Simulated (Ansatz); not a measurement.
# Ba2FeMoO6: the cost of one run

Program: Ansatz 0.2.0. Level of theory: DFT PBEsol, scalar-relativistic, plane waves, PAW. These are calculated values, not measurements.

## 1. The starting structure

The structure is cubic, space group Fm-3m (No. 225). The conventional cell has a = 8.069 Å, b = 8.069 Å, c = 8.069 Å, α = 90.00°, β = 90.00°, γ = 90.00°. Around Ba (site symmetry -43m) lie 12 O at 2.85 Å. Fe (site symmetry m-3m) has 6 O at 2.07 Å in its first shell of neighbours. Around Mo (site symmetry m-3m) lie 6 O at 1.96 Å. O (site symmetry 4mm) is surrounded by 1 Mo at 1.96 Å and 1 Fe at 2.07 Å and 4 Ba at 2.85 Å.

As a file:

```xyz
10
Lattice="0.0000 4.0345 4.0345 4.0345 0.0000 4.0345 4.0345 4.0345 0.0000" Properties=species:S:1:pos:R:3 pbc="T T T"
Ba    2.0173    2.0173    2.0173
Ba    6.0518    6.0518    6.0518
Fe    4.0345    4.0345    4.0345
Mo    0.0000    0.0000    0.0000
O     1.9624    4.0345    4.0345
O     4.0345    1.9624    4.0345
O     6.1066    4.0345    4.0345
O     4.0345    6.1066    4.0345
O     4.0345    4.0345    1.9624
O     4.0345    4.0345    6.1066
```

(A quick probe on a coarse mesh, which set the mesh and smearing, is not shown.)

## 3. Full relaxation

input.yaml reads:

```yaml
crystal:
  lattice:
    - [0.0, 4.0345, 4.0345]
    - [4.0345, 0.0, 4.0345]
    - [4.0345, 4.0345, 0.0]
  atoms:
    - { symbol: Ba, position: [0.25, 0.25, 0.25] }
    - { symbol: Ba, position: [0.75, 0.75, 0.75] }
    - { symbol: Fe, position: [0.5, 0.5, 0.5], spin: 3.88 }
    - { symbol: Mo, position: [0.0, 0.0, 0.0], spin: -0.18 }
    - { symbol: O, position: [0.7568, 0.2432, 0.2432] }
    - { symbol: O, position: [0.2432, 0.7568, 0.2432] }
    - { symbol: O, position: [0.2432, 0.7568, 0.7568] }
    - { symbol: O, position: [0.7568, 0.2432, 0.7568] }
    - { symbol: O, position: [0.2432, 0.2432, 0.7568] }
    - { symbol: O, position: [0.7568, 0.7568, 0.2432] }
basis:
  ecutwfc: 420
kpoints:
  mp_grid: { grid: [8, 8, 8] }
hamiltonian:
  xc: pbesol
scf:
  occupations: { method: gaussian, width: 0.1 }
output:
  forces: true
  stress: true
  eigenvalues: true
  populations: true
magnetization:
  spin_polarized: true
relax:
  adjacent_minimum: "off"
  f_tol: 0.01
  max_steps: 80
  cell: { stress_tol: 0.05 }
```

Launch:

```sh
$ ansatz run input.yaml --threads 1 --pin off --max-ram 2560MiB --backend cpu --events-out ev --progress --plain --runs-dir out
```

What time and memory should one allow on 1 thread of Arm Neoverse V1, shared host?

About 4.5 min, with a peak of 0.68 GiB.
